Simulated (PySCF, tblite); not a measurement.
# C7H11N: geometry, infrared bands and NMR shifts

Aim: predict the infrared bands and NMR shifts of C7H11N (`C1=C(N2CCCC2)C1`).

Computed with tblite 0.8.0 and PySCF 2.14.0, with density-fitted response routines of our own, on a single molecule in the gas phase. Atoms are numbered from 0 throughout.

**1. The molecule as given**

19 atoms, charge 0, multiplicity 1; geometry from: force field or distance geometry start.

Bonds of the start (Å): C0–C1 1.35, C1–N2 1.43, N2–C3 1.47, C3–C4 1.52, C4–C5 1.51, C5–C6 1.54, C1–C7 1.51, C7–C0 1.49, C6–N2 1.47, C0–H8 1.09, C3–H9 1.11, C3–H10 1.10, C4–H11 1.11, C4–H12 1.12, C5–H13 1.10, C5–H14 1.09, C6–H15 1.10, C6–H16 1.11, C7–H17 1.12, C7–H18 1.09.

**2. Geometry optimisation with GFN2-xTB**

What the job is given:

```
{"job": {"kind": "relax", "xc": "GFN2-xTB", "basis": "xTB"}, "charge": 0, "multiplicity": 1}
C      2.718600     0.586500    -0.691500
C      1.606000     0.165700    -0.057300
N      0.181900     0.123500     0.026600
C     -0.754300     1.138900    -0.475400
C     -2.135700     0.508800    -0.382700
C     -1.779000    -0.959900    -0.441400
C     -0.651700    -0.933400     0.605200
C      2.930100    -0.240100     0.532200
H      3.156400     1.149100    -1.520400
H     -0.561200     1.295200    -1.560000
H     -0.693800     2.072500     0.102600
H     -2.782000     0.816200    -1.229400
H     -2.634000     0.665100     0.607000
H     -2.593100    -1.637600    -0.153800
H     -1.305200    -1.185800    -1.398100
H     -0.130100    -1.904800     0.621000
H     -1.011300    -0.599100     1.603700
H      3.121600    -1.337100     0.405500
H      3.307000     0.285600     1.413900
```

Started as:

```bash
> OMP_NUM_THREADS=1 python probes_run.py task.json out
```

This one command runs all jobs of the session in turn.

**Question.** This job is followed by: GFN2-xTB harmonic vibrations, gas phase; GIAO PBE0/pcSseg-1 NMR shielding, non-relativistic, gas phase. Predict these results of the whole session: strongest single infrared mode (GFN2-xTB); zero-point energy (GFN2-xTB); 13C shifts against TMS (PBE0/pcSseg-1, means over atoms taken as alike); 1H shifts against TMS (PBE0/pcSseg-1, means over atoms taken as alike); 15N shifts against NH3 (PBE0/pcSseg-1).

As calculated:

| quantity | value |
| --- | --- |
| strongest single infrared mode (GFN2-xTB) | 1928 cm⁻¹, 333 km/mol |
| zero-point energy (GFN2-xTB) | 102.4 kcal/mol |
| 13C shifts against TMS (PBE0/pcSseg-1, means over atoms taken as alike) | 129.1, 65.8, 53.7, 30.0, 12.6 ppm |
| 1H shifts against TMS (PBE0/pcSseg-1, means over atoms taken as alike) | 5.04, 3.55, 1.87, 1.54 ppm |
| 15N shifts against NH3 (PBE0/pcSseg-1) | 88.8 ppm |

In words: Over 73 steps the energy fell by 0.837 eV; of the close pairs, C1–N2 changed most, 1.427 to 1.339 Å. All 51 modes are real, so the xTB geometry is a minimum. The strongest single mode, at 1928 cm⁻¹, moves mainly C1. Unscaled tight-binding wavenumbers are off by several per cent, some by more. Its intensities can rank the bands wrongly. C1 (alkene carbon bearing nitrogen) lies farthest downfield among carbon, at 129.1 ppm; the olefinic region. At PBE0/pcSseg-1: Shielding is most anisotropic at C1 (span 218 ppm, paramagnetic term -189 ppm).
